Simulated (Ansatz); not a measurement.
I need a rigid scan of one bond length of FGaH2O2, SMILES [OH][Ga]([OH])[F]. Use the Python package of Ansatz (0.2.0). Level of theory (for the species named): CAM-B3LYP, def2-SVP basis, multiplicity 1.

```yaml
atoms:
  - { symbol: O, position_ang: [0.0536, 1.5318, -1.0962] }
  - { symbol: Ga, position_ang: [-0.0026, -0.4247, -0.3928] }
  - { symbol: O, position_ang: [0.6925, -0.8695, 1.1114] }
  - { symbol: F, position_ang: [-0.5484, -1.7037, -0.7063] }
  - { symbol: H, position_ang: [-0.7727, 1.3855, -0.5438] }
  - { symbol: H, position_ang: [0.6196, 0.0167, 1.5814] }
```

`fgah2o2_scan.py`
```python
# -*- coding: utf-8 -*-
import ansatz as az
import matplotlib.pyplot as plt
import numpy as np

molecule = (
    az.Crystal.molecule()
    .atom("O", (0.0536, 1.5318, -1.0962))
    .atom("Ga", (-0.0026, -0.4247, -0.3928))
    .atom("O", (0.6925, -0.8695, 1.1114))
    .atom("F", (-0.5484, -1.7037, -0.7063))
    .atom("H", (-0.7727, 1.3855, -0.5438))
    .atom("H", (0.6196, 0.0167, 1.5814))
)

symbols = [site.symbol for site in molecule.cartesian_sites]
start = np.array([site.position_ang for site in molecule.cartesian_sites])
axis = (start[2] - start[1]) / np.linalg.norm(start[2] - start[1])
moving = [2, 5]
lengths, energies = [1.46, 1.58, 1.72, 1.89, 2.14, 2.57, 3.09, 3.77], []
for length in lengths:
    xyz = start.copy()
    xyz[moving] += (length - np.linalg.norm(start[2] - start[1])) * axis
    point = az.Crystal.molecule()
    for symbol, place in zip(symbols, xyz):
        point = point.atom(symbol, place.tolist())
    base = (
        point.calculation()
        .basis(gaussian="def2-SVP")
        .functional("cam_b3lyp")
        .spin("collinear")
    )
    r = base.run(threads=1, backend="cpu").report
    energies.append(r["free_energy_ev"])
    print(f"r = {length:6.3f} A  E = {energies[-1]:.5f} eV  <S^2> = {abs(r['mean_field']['state']['spin_squared']):.3f}")

print("energy above the lowest point (eV):", [round(e - min(energies), 3) for e in energies])
plt.figure(figsize=(4.5, 3))
plt.plot(lengths, np.array(energies) - min(energies), "o-")
plt.xlabel("bond length (A)")
plt.ylabel("E - E(min) (eV)")
plt.tight_layout()
plt.savefig("scan.png", dpi=100)
```

```console
$ python fgah2o2_scan.py
r =  1.460 A  E = -59205.58075 eV  <S^2> = 0.000
r =  1.580 A  E = -59207.51440 eV  <S^2> = 0.000
r =  1.720 A  E = -59208.41778 eV  <S^2> = 0.000
r =  1.890 A  E = -59208.50412 eV  <S^2> = 0.000
r =  2.140 A  E = -59207.80875 eV  <S^2> = 0.000
r =  2.570 A  E = -59206.19535 eV  <S^2> = 0.122
r =  3.090 A  E = -59205.18793 eV  <S^2> = 0.752
r =  3.770 A  E = -59204.80461 eV  <S^2> = 0.969
energy above the lowest point (eV): [2.923, 0.99, 0.086, 0.0, 0.695, 2.309, 3.316, 3.7]
```

What to keep in mind:
- Total energies depend on the basis set; only differences at equal settings carry meaning.
- The rest of the molecule is held rigid at a force-field or estimated start geometry, and the basis set is modest; single-reference methods fail as a bond breaks.
- The expectation value of S² is noticeably off S(S+1) in at least one run, so that state is spin-contaminated.
- Timing: 50 s on 1 thread of Intel(R) Xeon(R) Processor @ 2.30GHz, on a shared host, peak memory 0.43 GiB.
